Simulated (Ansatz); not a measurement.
**[RuO3N]- (RuNO3−): geometry, orbitals and charge**

Aim: characterise [RuO3N]- (RuNO3−) as a singlet: its structure, frontier levels and distribution of charge.

Program: Ansatz 0.2.0, Gaussian basis. Level of theory: RKS PBE0-D4/def2-TZVPD. These are calculated values, not measurements.

Plan: relaxation at PBE-D4/def2-SVPD; a search for the lowest solution at PBE0-D4/def2-SVP; a single point at PBE0-D4/def2-TZVPD; harmonic vibrations at PBE-D4/def2-SVPD.

1 further run of the same task is left out (set aside as unsound or not needed). Runs told in other sessions of the task aren't counted.

## (1) Starting geometry

5 atoms, charge -1, spin multiplicity 1.

Atoms are counted from 1 here; the program's logs count them from 0.

Bond lengths: Ru1–O2 1.660 Å, Ru1–O3 1.660 Å, Ru1–O4 1.660 Å, Ru1–N5 1.646 Å. Angles: O2–Ru1–O3 111.9°, O2–Ru1–O4 111.9°, O2–Ru1–N5 106.8°, O3–Ru1–O4 112.0°, O3–Ru1–N5 106.8°, O4–Ru1–N5 107.0°.

As a file:

```
Ru    0.0185    0.0329    0.0131
O    -0.0087   -0.0501    1.6713
O     1.5660   -0.0217   -0.5847
O    -0.8208    1.3477   -0.5553
N    -0.7550   -1.3088   -0.5444
```

Formally the metal is d0. Ru takes a core potential in the def2 sets. No spin-orbit coupling is included. The ion is computed in the gas phase, without counter-ions or solvent.

The start is a GFN2-xTB geometry.

## (2) Relaxation at PBE-D4/def2-SVPD

The input, in.yaml:

```yaml
crystal:
  periodic: [false, false, false]
  atoms:
    - {symbol: Ru, position_ang: [0.018520, 0.032870, 0.013130]}
    - {symbol: O, position_ang: [-0.008720, -0.050120, 1.671290]}
    - {symbol: O, position_ang: [1.565980, -0.021720, -0.584710]}
    - {symbol: O, position_ang: [-0.820770, 1.347740, -0.555340]}
    - {symbol: N, position_ang: [-0.755010, -1.308760, -0.544370]}
basis:
  gaussian: {orbitals: def2-SVPD}
total_charge: -1
hamiltonian: {xc: pbe, dispersion: d4}
scf: {lower_state_search: "off"}
output: {orbitals: {seedname: orbitals}}
relax: {f_tol: 0.02, max_steps: 100}
```

The run is started by

```
> ansatz run in.yaml --threads 4 --pin off --events-out ev --progress --plain --max-ram 3916MiB
```

The runs that follow: Searching for the lowest solution, PBE0-D4/def2-SVP; Single point, PBE0-D4/def2-TZVPD; Vibrations by finite differences.

**Question.** What will the summary of the whole plan be? Wanted: point group; near neighbours of the metal; HOMO, LUMO at PBE0-D4/def2-TZVPD; charge on the metal; lowest, highest wavenumber.

**Answer**, as computed:

| quantity | value |
| --- | --- |
| point group | C3v |
| near neighbours of the metal | O 1.75, O 1.75, O 1.75, N 1.67 Å |
| HOMO, LUMO at PBE0-D4/def2-TZVPD | -3.03, 1.63 eV |
| charge on the metal (Mulliken, PBE0-D4/def2-TZVPD) | +2.01 e |
| lowest, highest wavenumber | 305, 1014 cm⁻¹ |

What this shows: The molecule keeps its bonding pattern by the stored test; the atoms moved 0.07 Å (rms). The metal has 4 near neighbours by the distance rule, from 1.67 to 1.75 Å. The Mulliken charge of the metal, +2.01 e, depends on the basis and isn't its oxidation state. All wavenumbers are real: a minimum at this level. Whether this spin is the lowest isn't tested here.
